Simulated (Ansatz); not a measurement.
Working through a frozen displacement of one atom of Ti, space group P6_3/mmc

Program: the Python package of Ansatz (0.2.0).

Typed at the interpreter:
```pycon
>>> import ansatz as az
>>> import numpy as np
>>> params = {
...     "functional": "pbe",
...     "ecut": 470,
...     "kmesh": (11, 11, 6),
...     "filling": "Methfessel-Paxton",
...     "smearing_width": 0.15,
... }
>>> vectors = np.array([
...     [2.95, 0.0, 0.0],
...     [-1.475, 2.554775, 0.0],
...     [0.0, 0.0, 4.68],
... ])
>>> xtal = (
...     az.Lattice.of(vectors)
...     .atom("Ti", (1 / 3, 2 / 3, 0.25))
...     .atom("Ti", (2 / 3, 1 / 3, 0.75))
... )
>>> xtal.resolved().tree()["lattice"]
((2.95, 0.0, 0.0), (-1.475, 2.554775, 0.0), (0.0, 0.0, 4.68))
>>> inverse = np.linalg.inv(np.array(xtal.lattice.vectors))
>>> home = np.array(xtal.sites[0].position)
>>> values = np.linspace(-0.02, 0.02, 5)
>>> energies, pulls = [], []
>>> for shift in values:
...     moved = xtal.move(0, to=home + shift * inverse[1])
...     calc = (
...         moved.calculation()
...         .functional(params["functional"])
...         .basis(params["ecut"])
...         .kpoints(*params["kmesh"])
...         .occupations(params["filling"], width=params["smearing_width"])
...         .forces()
...     )
...     summary = calc.run(threads=1, pin="off").report
...     energies.append(summary["free_energy_ev"])
...     pulls.append(summary["forces_ev_ang"][0][1])
...
>>> print("shift (A)   dE (eV)   force along y (eV/A)")
shift (A)   dE (eV)   force along y (eV/A)
>>> for shift, e, f in zip(values, energies, pulls):
...     print(f"{shift:8.3f} {e - energies[2]:10.5f} {f:12.4f}")
...
  -0.020    0.00032       0.0321
  -0.010    0.00008       0.0161
   0.000    0.00000      -0.0000
   0.010    0.00008      -0.0163
   0.020    0.00033      -0.0326
>>> print(f"stiffness from energies {2 * np.polyfit(values, energies, 2)[0]:.3f}, from forces {-np.polyfit(values, pulls, 1)[0]:.3f} eV/A^2")
stiffness from energies 1.619, from forces 1.617 eV/A^2
```

The curvature of the energy gives 1.619 eV/Å² and the slope of the force 1.617 eV/Å², a positive curvature.

Notes:
- The mesh is modest for a metal, so energies can be off by several to tens of meV an atom and pressures by half a GPa or more; differences at equal mesh fare better.
- In a metal a curvature from energy changes of a few meV or less hangs on mesh and smearing, in size and even in sign.
- All periodic images of the atom move with it, so the curvature is one diagonal element of the zone-centre force constants and no normal mode; a positive value doesn't exclude soft modes in which several atoms move.
- Timing: 15 s on 1 thread of Arm Neoverse V2, with other jobs on the host, peak memory 0.43 GiB.
